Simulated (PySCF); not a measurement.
# [TcO4]-: singlet, from a see-saw start

Where does singlet [TcO4]- go from a see-saw start, is the end point a minimum, and what are its modes, charges and moments?

Program: PySCF 2.14.0. Level of theory: PBE0, basis Tc def2-TZVPD with ECP28, O def2-TZVPD, scalar-relativistic core potentials, no spin–orbit coupling, density fitting. These are calculated values, not measurements.

### 1 The system as given

5 atoms, charge -1, spin multiplicity 1.

Bond lengths: Tc1–O2 1.770 Å, Tc1–O3 1.770 Å, Tc1–O4 1.770 Å, Tc1–O5 1.770 Å. Angles: O2–Tc1–O3 170.0°, O2–Tc1–O4 86.9°, O2–Tc1–O5 86.9°, O3–Tc1–O4 86.9°, O3–Tc1–O5 86.9°, O4–Tc1–O5 104.0°.

```xyz
5
charge -1 multiplicity 1
Tc    0.0000    0.0000    0.0000
O     0.0000    1.7633    0.1543
O     0.0000   -1.7633    0.1543
O     1.3948    0.0000    1.0897
O    -1.3948    0.0000    1.0897
```

### 2 The SCF at the typed geometry

The steps below are one call of a driver around PySCF. For each, scf.py gives the equivalent set-up of the SCF; relaxations use the driver's own optimiser. After this first run the driver tries any further starts and a stability analysis.

scf.py

```python
from pyscf import gto, scf, dft
mol = gto.M(atom='''
Tc     0.000000     0.000000     0.000000
O      0.000000     1.763300     0.154300
O     -0.000000    -1.763300     0.154300
O      1.394800     0.000000     1.089700
O     -1.394800     0.000000     1.089700''',
    basis={'Tc': 'def2-TZVPD', 'O': 'def2-TZVPD'},
    ecp={'Tc': 'def2-TZVPD'},
    charge=-1, spin=0)
mf = dft.RKS(mol, xc='PBE0')
mf.grids.atom_grid = (50, 194)
aux = {'Tc': 'def2-universal-JKFIT', 'O': 'def2-universal-JKFIT'}
mf = mf.density_fit(auxbasis=aux)
mf.conv_tol = 1e-08
mf.diis_space = 10
mf.max_cycle = 60
mf.init_guess = 'minao'
mf.verbose = 4
mf.kernel()
```

Command:

```sh
$ OMP_NUM_THREADS=8 python axn.py task.json out
```

The log of the run (excerpt; [...] marks lines left out):

```text
[... the frontier levels of the middle cycles are left out ...]
init E= -374.038258723437
  HOMO = -0.612671354515102  LUMO = -0.447924289419268  gap/eV = 4.48300
cycle= 1 E= -380.502234331207  delta_E= -6.46  |g|=  2.3  |ddm|= 4.97
  HOMO = 0.115077664052183  LUMO = 0.118923819145614  gap/eV = 0.10466
cycle= 2 E= -368.720360802496  delta_E= 11.8  |g|= 7.51  |ddm|= 15.8
  HOMO = -0.0526110081087047  LUMO = 0.0334283383755718  gap/eV = 2.34125
cycle= 3 E= -381.408150922747  delta_E= -12.7  |g|= 0.665  |ddm|= 15.4
cycle= 4 E= -381.058429470244  delta_E= 0.35  |g|= 1.49  |ddm|= 1.22
cycle= 5 E= -381.47985872313  delta_E= -0.421  |g|= 0.269  |ddm|= 0.871
cycle= 6 E= -381.490798774703  delta_E= -0.0109  |g|= 0.111  |ddm|= 0.139
cycle= 7 E= -381.492499709503  delta_E= -0.0017  |g|= 0.0555  |ddm|= 0.074
cycle= 8 E= -381.493008142693  delta_E= -0.000508  |g|= 0.0135  |ddm|= 0.0208
cycle= 9 E= -381.493039592432  delta_E= -3.14e-05  |g|= 0.00174  |ddm|= 0.00699
cycle= 10 E= -381.493040175557  delta_E= -5.83e-07  |g|= 0.000137  |ddm|= 0.00126
cycle= 11 E= -381.493040185668  delta_E= -1.01e-08  |g|= 4.06e-05  |ddm|= 0.000258
cycle= 12 E= -381.493040186781  delta_E= -1.11e-09  |g|= 3.12e-05  |ddm|= 0.000122
  HOMO = -0.0835956760687259  LUMO = 0.0280621718021798  gap/eV = 3.03836
Extra cycle  E= -381.49304018393  delta_E= 2.85e-09  |g|= 0.000132  |ddm|= 8.84e-05
converged SCF energy = -381.49304018393
```

This step, with its further starts and checks, took 28 s on 8 threads of Arm Neoverse V1, shared host.

The starts that the driver tried:

```tsv
start	energy (Eh)
the minimal-basis guess	-381.493040
a thermally smeared density	-381.493040
a smeared PBE density	-381.493040
```

No lower closed-shell solution turned up from the other starts or in the test of internal stability.

### 3 See-saw start, singlet: relaxation

The program finds C2v symmetry in the start, which this walk keeps. The walk stops when the largest gradient is under 0.0003 Eh/bohr and the energy has settled too.

Changes to scf.py since step 2:

```diff
@@ -3,5 +3,5 @@
-Tc     0.000000     0.000000     0.000000
-O      0.000000     1.763300     0.154300
-O     -0.000000    -1.763300     0.154300
-O      1.394800     0.000000     1.089700
-O     -1.394800     0.000000     1.089700''',
+Tc     0.000000     0.000000    -0.244313
+O      0.000000     1.763300    -0.090013
+O     -0.000000    -1.763300    -0.090013
+O      1.394800    -0.000000     0.845387
+O     -1.394800     0.000000     0.845387''',
@@ -18 +17,0 @@
-mf.init_guess = 'minao'
```

The optimiser's trace:

```tsv
step	energy (Eh)	change (kJ/mol)	largest symmetric gradient (Eh/bohr)
0	-381.493040	0.00	0.16798
1	-381.559108	-173.46	0.11161
2	-381.616184	-323.32	0.10362
3	-381.653047	-420.10	0.06779
4	-381.687254	-509.91	0.05128
5	-381.695031	-530.33	0.06831
6	-381.701061	-546.16	0.00385
7	-381.701180	-546.47	0.00180
8	-381.701188	-546.49	0.00020
9	-381.701188	-546.49	0.00001
```

The walk took 43 s.

After 9 steps and 546.5 kJ/mol it ends at Td: Tc–O 1.701 Å (×4); O–Tc–O 109.5° (×6).

### 4 Vibrations and properties at this point

The point is checked on the finer grid, and tightened if its gradient asks for it. The Hessian and the dipole derivatives come from central differences of analytic gradients, with steps of 0.02 bohr.

Changes to scf.py since step 3:

```diff
@@ -3,5 +3,5 @@
-Tc     0.000000     0.000000    -0.244313
-O      0.000000     1.763300    -0.090013
-O     -0.000000    -1.763300    -0.090013
-O      1.394800    -0.000000     0.845387
-O     -1.394800     0.000000     0.845387''',
+Tc     0.000000    -0.000000    -0.000000
+O      0.000013     1.388931    -0.982122
+O     -0.000000    -1.388931    -0.982122
+O      1.388924    -0.000006     0.982131
+O     -1.388937     0.000006     0.982113''',
@@ -12 +12 @@
-mf.grids.atom_grid = (50, 194)
+mf.grids.atom_grid = (75, 302)
@@ -15 +15 @@
-mf.conv_tol = 1e-08
+mf.conv_tol = 1e-10
```

The driver hands on the density of the step before, so the log starts near convergence.

Log of the central SCF (cycles and frontier levels):

```text
init E= -381.701324476782
  HOMO = -0.13547927151435  LUMO = 0.101353138284752  gap/eV = 6.44454
cycle= 1 E= -381.701324476781  delta_E= 1.02e-12  |g|= 1.24e-06  |ddm|= 6.66e-07
  HOMO = -0.135479201375771  LUMO = 0.101352967217304  gap/eV = 6.44453
Extra cycle  E= -381.701324476778  delta_E= 3.18e-12  |g|= 4.1e-06  |ddm|= 2.12e-06
converged SCF energy = -381.701324476778
```

The whole step took 38 s.

Geometry: Td; Tc–O 1.701 Å (×4); O–Tc–O 109.5° (×6).

Modes, for the most abundant isotopes:

```
symmetry  ω (cm⁻¹)  IR (km/mol)     type
       e       338          0.0     bend
      t2       361         19.1     bend
      t2       966          957  stretch
      a1       991          0.0  stretch
```

All wavenumbers are real: a minimum.

Properties at this point:

```
Dipole moment about the centre of mass                          : 0.00 D
Highest occupied level                                          : -3.69 eV
Lowest empty level                                              : 2.76 eV
Rotational constants                                            : 0.1366, 0.1366, 0.1366 cm⁻¹
Zero-point energy                                               : 33.8 kJ/mol
Principal polarisabilities                                      : 57.6, 57.6, 57.6 bohr³
Principal traceless quadrupole moments about the centre of mass : 0.00, 0.00, 0.00 D Å
Entropy at 298.15 K and 1 bar                                   : 286.3 J/(mol K)
Heat capacity Cp at 298.15 K                                    : 73.0 J/(mol K)
Enthalpy at 298.15 K above 0 K                                  : 15.06 kJ/mol
Rotational symmetry number                                      : 12
```

Populations by atom (charges in e):

| atom | Mulliken | Löwdin | polar tensor | Mayer order to Tc1 |
| --- | --- | --- | --- | --- |
| Tc1 | 2.52 | 1.53 | 2.31 | – |
| O2,3,4,5 | -0.88 | -0.63 | -0.83 | 1.22 |

Outer orbital energies (eV). occupied: -7.68, -5.26, -4.38, -4.38, -4.38, -3.69, -3.69, -3.69; empty: 2.76, 2.76, 3.88, 4.40.

Mulliken populations on Tc1 (outside its core potential): s 2.02, p 6.02, d 4.34, f 0.09.

### 5 Stability of the closed shell

At the lowest minimum the closed shell is tested against spin polarisation, on the (50, 194) grid. It is stable.

### 6 Summary of results

```
                            quantity                                  value
                             minimum                            singlet, Td
                            geometry  Tc–O 1.701 Å (×4); O–Tc–O 109.5° (×6)
                  wavenumbers (cm⁻¹)  338 (e), 361 (t2), 966 (t2), 991 (a1)
      dipole moment (centre of mass)                                 0.00 D
highest occupied, lowest empty level                         -3.69, 2.76 eV
          polar-tensor charge of Tc1                                +2.31 e
                   zero-point energy                            33.8 kJ/mol
                 entropy at 298.15 K                        286.3 J/(mol K)
```

The see-saw start (C2v) ends in a minimum of Td symmetry. The strongest infrared band lies at 966 cm⁻¹ (t2, stretch). Other starts or spin states, not run here, may lie lower.

The search up to here took 1.9 min on 8 threads of Arm Neoverse V1, shared host.
